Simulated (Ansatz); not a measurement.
# FH9O12Si3Sn: a ladder of functionals and wavefunction methods

One table from this session's results is given with a row withheld; the runs are named, their logs left out.

The runs use Ansatz 0.2.0, Gaussian basis; functionals in def2-TZVPP, the program's frozen cores in correlated methods.

The runs, in order: LDA (SPW92), PBE-D4, revPBE-D4, BLYP-D4, r2SCAN-D4, B97M-V, PBE0-D4, B3LYP-D4, r2SCANh-D4, r2SCAN0-D4, HSE06-D4, BHLYP-D4, CAM-B3LYP-D4, LC-ωPBE, ωB97X-V, ωB97M-V, B2PLYP, PBE-QIDH; CCSD(T)/def2-SVP; CCSD(T)/def2-TZVPP; MP2/def2-QZVPP; extrapolation to the limit; RPA on PBE.

## The relaxed structure

An earlier PBE0-D4 in a triple-zeta def2 set relaxation fixed the geometry. Sn takes the def2 core potential; no spin-orbit term is included.

SMILES `O[Si](O)(O)[O][Sn]([F])([O][Si](O)(O)O)[O][Si](O)(O)O`, 26 atoms, charge 0, spin multiplicity 1.

Atoms are counted from 1 here; the program's logs count them from 0.

Bond lengths: O1–Si2 1.640 Å, O1–H18 0.965 Å, Si2–O3 1.627 Å, Si2–O4 1.622 Å, Si2–O5 1.632 Å, O3–H19 0.958 Å, O4–H20 0.958 Å, O5–Sn6 1.924 Å, Sn6–F7 1.894 Å, Sn6–O8 1.921 Å, Sn6–O13 1.939 Å, O8–Si9 1.642 Å, Si9–O10 1.618 Å, Si9–O11 1.629 Å, Si9–O12 1.638 Å, O10–H21 0.958 Å, O11–H22 0.959 Å, O12–H23 0.964 Å and more. Angles: Si2–O1–H18 116.5°, O1–Si2–O3 105.0°, O1–Si2–O4 111.6°, O1–Si2–O5 109.0°, O3–Si2–O4 111.1°, O3–Si2–O5 113.0°, O4–Si2–O5 107.2°, Si2–O3–H19 118.4°, Si2–O4–H20 117.5°, Si2–O5–Sn6 132.2°, O5–Sn6–F7 104.7°, O5–Sn6–O8 113.1°, O5–Sn6–O13 115.6°, F7–Sn6–O8 108.2°, F7–Sn6–O13 106.9°, O8–Sn6–O13 107.8°, Sn6–O8–Si9 124.4°, O8–Si9–O10 109.3° and more.

The first run:

Input file in.yaml:

```yaml
crystal:
  periodic: [false, false, false]
  atoms:
    - {symbol: O, position_ang: [-0.447703, -1.912582, -2.270933]}
    - {symbol: Si, position_ang: [0.397685, -0.710917, -3.000165]}
    - {symbol: O, position_ang: [1.933241, -1.246225, -3.047234]}
    - {symbol: O, position_ang: [-0.160168, -0.409391, -4.492774]}
    - {symbol: O, position_ang: [0.225836, 0.661366, -2.132924]}
    - {symbol: Sn, position_ang: [0.783743, 1.145745, -0.356451]}
    - {symbol: F, position_ang: [2.377261, 2.137532, -0.606848]}
    - {symbol: O, position_ang: [-0.484194, 2.267013, 0.552658]}
    - {symbol: Si, position_ang: [-0.851954, 2.147069, 2.148572]}
    - {symbol: O, position_ang: [-1.774270, 3.404117, 2.579472]}
    - {symbol: O, position_ang: [0.493522, 2.128969, 3.067045]}
    - {symbol: O, position_ang: [-1.671783, 0.756266, 2.422634]}
    - {symbol: O, position_ang: [1.217743, -0.333436, 0.819293]}
    - {symbol: Si, position_ang: [0.096957, -1.516992, 1.025012]}
    - {symbol: O, position_ang: [-1.243044, -1.017838, 0.214880]}
    - {symbol: O, position_ang: [-0.198038, -1.755801, 2.596361]}
    - {symbol: O, position_ang: [0.588166, -2.906603, 0.320364]}
    - {symbol: H, position_ang: [0.070778, -2.615257, -1.861063]}
    - {symbol: H, position_ang: [2.553685, -0.801349, -3.625975]}
    - {symbol: H, position_ang: [-0.736433, 0.347270, -4.605600]}
    - {symbol: H, position_ang: [-1.400935, 4.283401, 2.511137]}
    - {symbol: H, position_ang: [1.048368, 1.346563, 3.045510]}
    - {symbol: H, position_ang: [-2.134756, 0.379593, 1.666072]}
    - {symbol: H, position_ang: [-1.307116, -1.353229, -0.696695]}
    - {symbol: H, position_ang: [-0.693520, -1.038108, 3.012466]}
    - {symbol: H, position_ang: [1.316941, -3.387184, 0.715217]}
basis:
  gaussian: {orbitals: def2-TZVPP}
hamiltonian: {xc: lda}
output: {orbitals: {seedname: orbitals}}
```

Started as:

```bash
$ ansatz run in.yaml --threads 6 --pin off --events-out ev --progress --plain --max-ram 174080MiB --backend cuda --devices 0, --max-vram 75GiB
```

Steps of the session up to this table: LDA; PBE-D4 (GGA); revPBE-D4 (GGA); BLYP-D4 (GGA); r2SCAN-D4 (meta-GGA); B97M-V (meta-GGA); B3LYP-D4 (hybrid); r2SCANh-D4 (hybrid); r2SCAN0-D4 (hybrid); HSE06-D4 (hybrid); BHLYP-D4 (hybrid); CAM-B3LYP-D4 (range-separated); LC-ωPBE (range-separated); ωB97X-V (range-separated); ωB97M-V (range-separated); B2PLYP (double hybrid); PBE-QIDH (double hybrid).

One of the session's tables, all rows but one given; the rest of the session is left out.

It belongs to the step «Orbital energies across the functionals». 

| functional | HOMO (eV) | LUMO (eV) | gap (eV) |
| --- | --- | --- | --- |
| LDA (SPW92) | -7.77 | -3.56 | 4.21 |
| PBE-D4 | -7.53 | -3.15 | 4.38 |
| revPBE-D4 | -7.44 | -2.98 | 4.46 |
| BLYP-D4 | -7.43 | -3.11 | 4.32 |
| r2SCAN-D4 | -7.95 | -2.91 | 5.04 |
| B97M-V | ? | ? | ? |
| PBE0-D4 | -9.30 | -2.19 | 7.11 |
| B3LYP-D4 | -9.01 | -2.53 | 6.48 |
| r2SCANh-D4 | -8.61 | -2.57 | 6.04 |
| r2SCAN0-D4 | -9.60 | -2.05 | 7.56 |
| HSE06-D4 | -8.88 | -2.56 | 6.33 |
| BHLYP-D4 | -11.00 | -1.22 | 9.79 |
| CAM-B3LYP-D4 | -10.81 | -1.22 | 9.60 |
| LC-ωPBE | -12.18 | 0.15 | 12.33 |
| ωB97X-V | -11.82 | -0.03 | 11.79 |
| ωB97M-V | -11.75 | -0.21 | 11.54 |

Q: Estimate the row for B97M-V from the others.

The run gave: HOMO (eV): -8.03; LUMO (eV): -2.94; gap (eV): 5.09. In the column «HOMO (eV)» it lies between r2SCANh-D4 (-8.61) and r2SCAN-D4 (-7.95).
